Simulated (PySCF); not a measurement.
**Si5H12O: electronic excitations at several levels of theory**

How much do the electronic excitations of Si5H12O (`[SiH3]O[Si@@H]([SiH3])[SiH2][SiH3]`) depend on the level of theory, and what does each level cost?

The runs use PySCF 2.14.0, with density-fitted response routines of our own; the level of theory stands in each step. All values are computed, except where a source is named. Atoms count from 0, in the outputs and in this text.

## 1. The molecule as given

18 atoms, charge 0, multiplicity 1; geometry from: GFN2-xTB.

Bonds of the start (Å): Si0–O1 1.61, O1–Si2 1.64, Si2–Si3 2.32, Si2–Si4 2.32, Si4–Si5 2.32, Si0–H6 1.46, Si0–H7 1.46, Si0–H8 1.46, Si2–H9 1.48, Si3–H10 1.47, Si3–H11 1.47, Si3–H12 1.47, Si4–H13 1.48, Si4–H14 1.48, Si5–H15 1.47, Si5–H16 1.47, Si5–H17 1.47.

## 2. Relaxing the molecule at PBE0-D3(BJ)/def2-SVP

What the job is given:

```
{"job": {"xc": "PBE0", "basis": "def2-SVP", "d3": "d3bj", "grid": 1, "kind": "geom"}, "charge": 0, "multiplicity": 1}
Si    -1.364786     2.174819     0.131539
O     -0.839783     0.748634     0.660797
Si    -0.488545    -0.856547     0.686048
Si    -2.345360    -1.973195    -0.133554
Si     1.580641    -0.995123    -0.359866
Si     3.006333     0.821053    -0.139306
H     -2.826297     2.147631     0.169301
H     -0.794587     3.155654     1.049461
H     -0.876268     2.344268    -1.238556
H     -0.354700    -1.070275     2.144101
H     -2.790574    -1.455398    -1.434961
H     -2.022490    -3.389955    -0.342422
H     -3.541895    -1.952116     0.718959
H      2.244539    -2.228073     0.107293
H      1.376083    -1.277394    -1.797034
H      4.154271     0.813930    -1.055354
H      3.577818     0.917673     1.208670
H      2.296840     2.080733    -0.386772
```

Output:

```text
step   0  E = -1528.74192730  max force = 0.013668
step   1  E = -1528.75485618  max force = 0.013848
step   2  E = -1528.75648014  max force = 0.007638
step   3  E = -1528.75704461  max force = 0.002753
step   4  E = -1528.75720498  max force = 0.002752
step   5  E = -1528.75746930  max force = 0.003794
step   6  E = -1528.75768371  max force = 0.003875
step   7  E = -1528.75795620  max force = 0.003060
step   8  E = -1528.75816767  max force = 0.001471
step   9  E = -1528.75837888  max force = 0.001482
step  10  E = -1528.75841267  max force = 0.001175
step  11  E = -1528.75843343  max force = 0.000297
step  12  E = -1528.75843439  max force = 0.000245
optimisation converged
```

Run time: 3.4 min. Hardware: 1 thread, shared host.

Along the way:

| step | energy from step 0 (eV) | largest force component (eV/Å) |
| --- | --- | --- |
| 0 | 0.0000 | 0.7028 |
| 1 | -0.3518 | 0.7121 |
| 2 | -0.3960 | 0.3928 |
| 3 | -0.4114 | 0.1416 |
| 4 | -0.4157 | 0.1415 |
| 5 | -0.4229 | 0.1951 |
| 6 | -0.4288 | 0.1993 |
| 7 | -0.4362 | 0.1574 |
| 8 | -0.4419 | 0.0756 |
| 9 | -0.4477 | 0.0762 |
| 10 | -0.4486 | 0.0604 |
| 11 | -0.4492 | 0.0153 |
| 12 | -0.4492 | 0.0126 |

Distances of close pairs at the start and the end, largest changes first:

| bond | before (Å) | after (Å) | change (Å) |
| --- | --- | --- | --- |
| Si0–O1 | 1.609 | 1.662 | +0.052 |
| Si2–Si3 | 2.317 | 2.350 | +0.033 |
| Si0–H6 | 1.462 | 1.495 | +0.032 |
| O1–Si2 | 1.643 | 1.675 | +0.031 |
| Si0–H8 | 1.464 | 1.496 | +0.031 |
| Si2–Si4 | 2.323 | 2.352 | +0.029 |
| Si0–H7 | 1.459 | 1.488 | +0.029 |
| Si5–H17 | 1.467 | 1.495 | +0.029 |

The final coordinates are the input of the step that follows.

| at the end point | value |
| --- | --- |
| point group (found at 0.08 Å tolerance) | C1 |
| rotational constants (GHz, main isotopes) | 1.334, 0.783, 0.549 |
| dipole moment (D) | 0.39 |

## 3. Excited states and response: HF/def2-SVPD

What the job is given:

```
{"job": {"kind": "uv", "xc": "HF", "basis": "def2-SVPD", "ip": true}, "charge": 0, "multiplicity": 1}
Si    -1.293761     2.083839     0.083232
O     -0.706808     0.831627     1.004444
Si    -0.397613    -0.806127     0.840166
Si    -2.265032    -1.899534    -0.075975
Si     1.492533    -1.016338    -0.543423
Si     2.870866     0.812303    -0.035907
H     -2.768271     1.931184    -0.107018
H     -1.005508     3.362064     0.789076
H     -0.638310     2.086394    -1.261287
H     -0.079194    -1.346742     2.196448
H     -2.573881    -1.292200    -1.408854
H     -1.949816    -3.349139    -0.269953
H     -3.471966    -1.771835     0.798266
H      2.198624    -2.311426    -0.286008
H      1.096984    -0.968015    -1.987766
H      4.153868     0.770620    -0.802915
H      3.178001     0.809717     1.427097
H      2.151425     2.079510    -0.371757
```

Method: TDDFT HF/def2-SVPD, vertical, gas phase, core orbitals frozen in the response.

Output:

```text
final grid: 135304 points
cycle   1  E = -1525.9523776802  dE = -3.570e-01  |g| = 6.105e-01  |ddm| = 4.474e+00
cycle   2  E = -1526.0476694287  dE = -9.529e-02  |g| = 3.711e-01  |ddm| = 1.463e+00
cycle   3  E = -1526.0770323508  dE = -2.936e-02  |g| = 8.322e-02  |ddm| = 4.805e-01
cycle   4  E = -1526.0800156633  dE = -2.983e-03  |g| = 1.242e-02  |ddm| = 2.846e-01
cycle   5  E = -1526.0801221824  dE = -1.065e-04  |g| = 3.082e-03  |ddm| = 5.435e-02
cycle   6  E = -1526.0801304653  dE = -8.283e-06  |g| = 8.288e-04  |ddm| = 1.424e-02
cycle   7  E = -1526.0801310195  dE = -5.542e-07  |g| = 1.802e-04  |ddm| = 3.356e-03
cycle   8  E = -1526.0801310482  dE = -2.864e-08  |g| = 3.609e-05  |ddm| = 9.733e-04
cycle   9  E = -1526.0801310494  dE = -1.278e-09  |g| = 9.534e-06  |ddm| = 2.115e-04
cycle  10  E = -1526.0801310495  dE = -7.685e-11  |g| = 2.649e-06  |ddm| = 5.075e-05
converged SCF energy = -1526.0801310495

Static polarisability (au): isotropic 138.397, principal 117.508 132.001 165.681

Singlet excitations
state   eV       nm        f      main configurations
  1   6.2680    197.8   0.11430   H->L 0.64
  2   6.9542    178.3   0.25573   H->L+6 0.45, H->L+1 0.12
  3   7.4609    166.2   0.15832   H->L+3 0.24, H->L+7 0.22
  4   7.7013    161.0   0.02792   H-2->L 0.28, H-1->L 0.20, H->L+3 0.09
  5   7.7997    159.0   0.07413   H->L+4 0.39, H->L+2 0.13, H->L+1 0.12
  6   8.0796    153.5   0.01770   H->L+3 0.17, H->L+1 0.16, H->L+7 0.15
  7   8.1465    152.2   0.05865   H->L+1 0.13, H->L+8 0.10
  8   8.2973    149.4   0.12050   H-2->L 0.20, H-1->L 0.15, H->L+8 0.13
  9   8.3646    148.2   0.59976   H->L+1 0.14, H->L+4 0.11, H->L+6 0.10
 10   8.6194    143.8   0.21073   H->L+8 0.29, H-1->L 0.11

Triplet excitations (Tamm-Dancoff, eV): 5.3284 5.9444 6.2776 6.5832
Vertical ionisation energy (delta-SCF) = 8.6472 eV
```

Run time: 40 s. Hardware: 1 thread, shared host.

Frontier orbitals and where they lie:

| orbital | eV | atoms |
| --- | --- | --- |
| HOMO−3 | -12.74 | Si0 22 %, H8 14 %, H6 14 % |
| HOMO−2 | -11.46 | Si4 23 %, Si2 18 %, O1 11 % |
| HOMO−1 | -11.34 | Si4 19 %, Si5 17 %, Si2 15 % |
| HOMO | -9.81 | Si2 25 %, Si4 25 %, Si3 16 % |
| LUMO | 2.06 | Si5 16 %, Si2 16 %, Si3 13 % |
| LUMO+1 | 2.36 | Si3 34 %, Si0 13 %, Si4 8 % |
| LUMO+2 | 2.41 | Si0 24 %, Si5 23 %, H8 8 % |

With each of the 10 states as a Gaussian band of 0.4 eV half-width at 1/e, the curve within the window shown has maxima at 176 nm (ε 12,000), 148 nm (ε 37,000) L/(mol cm). Beyond the last state computed it falls off for lack of states. The curve at chosen wavelengths:

(nm, ε (L/mol/cm)): (139, 8910), (142, 20241), (145, 32268), (148, 37449), (152, 30118), (155, 20898), (158, 14538), (161, 11840), (164, 11172), (167, 11184), (171, 11669), (174, 12166), (177, 12206), (180, 11351), (183, 9747), (186, 8001), (190, 6367), (193, 5769), (196, 5411), (199, 4979), (202, 4323), (205, 3480), (209, 2302), (212, 1543), (215, 963), (218, 563)

Ground-state properties from the same run:

| property | computed |
| --- | --- |
| dipole moment (D) | 0.43 |
| polarisability (Å³) | 20.51 |
| HOMO–LUMO gap (eV) | 11.87 |
| −ε(HOMO) (eV) | 9.81 |

## 4. Excited states and response: LDA/def2-SVPD

Settings changed since step 3:

```diff
@@ -1,2 +1,2 @@
-{"job": {"kind": "uv", "xc": "HF", "basis": "def2-SVPD", "ip": true}, "charge": 0, "multiplicity": 1}
+{"job": {"kind": "uv", "xc": "LDA", "basis": "def2-SVPD", "ip": true}, "charge": 0, "multiplicity": 1}
 Si    -1.293761     2.083839     0.083232
```

Method: TDDFT LDA/def2-SVPD, vertical, gas phase, core orbitals frozen in the response.

Output:

```text
coarse grid: 16648 points
cycle   1  E = -1522.7100673693  dE = -4.398e-02  |g| = 8.032e-01  |ddm| = 5.052e+00
cycle   2  E = -1521.6561948973  dE =  1.054e+00  |g| = 2.315e+00  |ddm| = 3.510e+00
cycle   3  E = -1522.8302329926  dE = -1.174e+00  |g| = 1.329e-01  |ddm| = 2.952e+00
cycle   4  E = -1522.8337961764  dE = -3.563e-03  |g| = 9.044e-02  |ddm| = 5.276e-01
cycle   5  E = -1522.8371960435  dE = -3.400e-03  |g| = 1.900e-02  |ddm| = 2.263e-01
cycle   6  E = -1522.8373266632  dE = -1.306e-04  |g| = 5.447e-03  |ddm| = 4.729e-02
cycle   7  E = -1522.8373367327  dE = -1.007e-05  |g| = 1.279e-03  |ddm| = 1.163e-02
cycle   8  E = -1522.8373372703  dE = -5.376e-07  |g| = 4.424e-04  |ddm| = 3.085e-03
final grid: 135304 points
cycle   9  E = -1523.0291793386  dE = -1.465e-05  |g| = 1.610e-03  |ddm| = 8.560e-02
cycle  10  E = -1523.0291791160  dE =  2.226e-07  |g| = 1.664e-03  |ddm| = 8.337e-03
cycle  11  E = -1523.0291800536  dE = -9.376e-07  |g| = 5.308e-04  |ddm| = 4.432e-03
cycle  12  E = -1523.0291801258  dE = -7.216e-08  |g| = 1.881e-04  |ddm| = 9.419e-04
cycle  13  E = -1523.0291801335  dE = -7.753e-09  |g| = 5.435e-05  |ddm| = 3.242e-04
cycle  14  E = -1523.0291801344  dE = -8.731e-10  |g| = 6.821e-06  |ddm| = 9.788e-05
converged SCF energy = -1523.0291801344

Static polarisability (au): isotropic 163.502, principal 132.225 154.989 203.294

Singlet excitations
state   eV       nm        f      main configurations
  1   4.6207    268.3   0.02562   H->L 0.97
  2   5.3138    233.3   0.00171   H-1->L 0.97
  3   5.4572    227.2   0.04521   H->L+1 0.51, H-2->L 0.44
  4   5.5682    222.7   0.05252   H->L+2 0.39, H-2->L 0.36, H->L+1 0.20
  5   5.6588    219.1   0.01113   H->L+3 0.81, H->L+2 0.12
  6   5.8025    213.7   0.21038   H->L+2 0.41, H->L+1 0.18, H->L+3 0.13
  7   5.9479    208.5   0.02407   H->L+4 0.88
  8   6.0364    205.4   0.03481   H->L+5 0.86
  9   6.1125    202.8   0.01846   H-3->L 0.63, H-1->L+1 0.16, H->L+6 0.10
 10   6.1209    202.6   0.00068   H-1->L+1 0.57, H-3->L 0.25

Triplet excitations (Tamm-Dancoff, eV): 4.2879 5.0389 5.0533 5.3307
Vertical ionisation energy (delta-SCF) = 8.7354 eV
Vertical electron affinity (delta-SCF) = 0.0512 eV
```

Wall time 3.2 min (1 thread, shared host).

This run: HOMO -6.43 eV, LUMO -2.00 eV; lowest singlet 4.62 eV.

## 5. Excited states and response: PBE/def2-SVPD

Settings changed since step 4:

```diff
@@ -1,2 +1,2 @@
-{"job": {"kind": "uv", "xc": "LDA", "basis": "def2-SVPD", "ip": true}, "charge": 0, "multiplicity": 1}
+{"job": {"kind": "uv", "xc": "PBE", "basis": "def2-SVPD", "ip": true}, "charge": 0, "multiplicity": 1}
 Si    -1.293761     2.083839     0.083232
```

Method: TDDFT PBE/def2-SVPD, vertical, gas phase, core orbitals frozen in the response.

Output:

```text
coarse grid: 16648 points
cycle   1  E = -1528.2077286604  dE = -6.385e-02  |g| = 8.128e-01  |ddm| = 5.129e+00
cycle   2  E = -1527.2114616050  dE =  9.963e-01  |g| = 2.262e+00  |ddm| = 3.467e+00
cycle   3  E = -1528.3298171140  dE = -1.118e+00  |g| = 1.453e-01  |ddm| = 2.949e+00
cycle   4  E = -1528.3344646266  dE = -4.648e-03  |g| = 9.144e-02  |ddm| = 5.635e-01
cycle   5  E = -1528.3379625718  dE = -3.498e-03  |g| = 2.001e-02  |ddm| = 2.359e-01
cycle   6  E = -1528.3381117626  dE = -1.492e-04  |g| = 5.250e-03  |ddm| = 4.934e-02
cycle   7  E = -1528.3381210689  dE = -9.306e-06  |g| = 1.211e-03  |ddm| = 1.182e-02
final grid: 135304 points
cycle   8  E = -1528.5943345010  dE = -5.089e-06  |g| = 1.084e-02  |ddm| = 9.243e-02
cycle   9  E = -1528.5942215396  dE =  1.130e-04  |g| = 2.614e-02  |ddm| = 4.028e-02
cycle  10  E = -1528.5943570386  dE = -1.355e-04  |g| = 1.221e-03  |ddm| = 3.036e-02
cycle  11  E = -1528.5943575782  dE = -5.397e-07  |g| = 2.504e-04  |ddm| = 3.056e-03
cycle  12  E = -1528.5943576029  dE = -2.464e-08  |g| = 3.582e-05  |ddm| = 6.195e-04
cycle  13  E = -1528.5943576034  dE = -5.025e-10  |g| = 9.735e-06  |ddm| = 9.712e-05
converged SCF energy = -1528.5943576034

Static polarisability (au): isotropic 158.943, principal 128.890 150.841 197.098

Singlet excitations
state   eV       nm        f      main configurations
  1   4.7359    261.8   0.02906   H->L 0.97
  2   5.4649    226.9   0.00235   H-1->L 0.97
  3   5.5485    223.5   0.07938   H->L+1 0.68, H-2->L 0.23
  4   5.6644    218.9   0.01643   H->L+2 0.46, H-2->L 0.46
  5   5.7756    214.7   0.03459   H->L+3 0.74, H->L+2 0.13
  6   5.9032    210.0   0.20625   H->L+2 0.30, H->L+3 0.21, H-2->L 0.19
  7   6.0496    204.9   0.01538   H->L+4 0.85, H->L+5 0.10
  8   6.1389    202.0   0.05437   H->L+5 0.82
  9   6.2182    199.4   0.00329   H->L+6 0.70, H-1->L+1 0.21
 10   6.2424    198.6   0.00382   H-1->L+1 0.63, H->L+6 0.19

Triplet excitations (Tamm-Dancoff, eV): 4.3104 5.0220 5.1126 5.3718
Vertical ionisation energy (delta-SCF) = 8.6435 eV
Vertical electron affinity (delta-SCF) = -0.1114 eV
```

Run time: 4.8 min. Hardware: 1 thread, shared host.

In short: HOMO -6.35 eV, LUMO -1.80 eV; lowest singlet 4.74 eV.

(Part 1 of 2 ends here.)
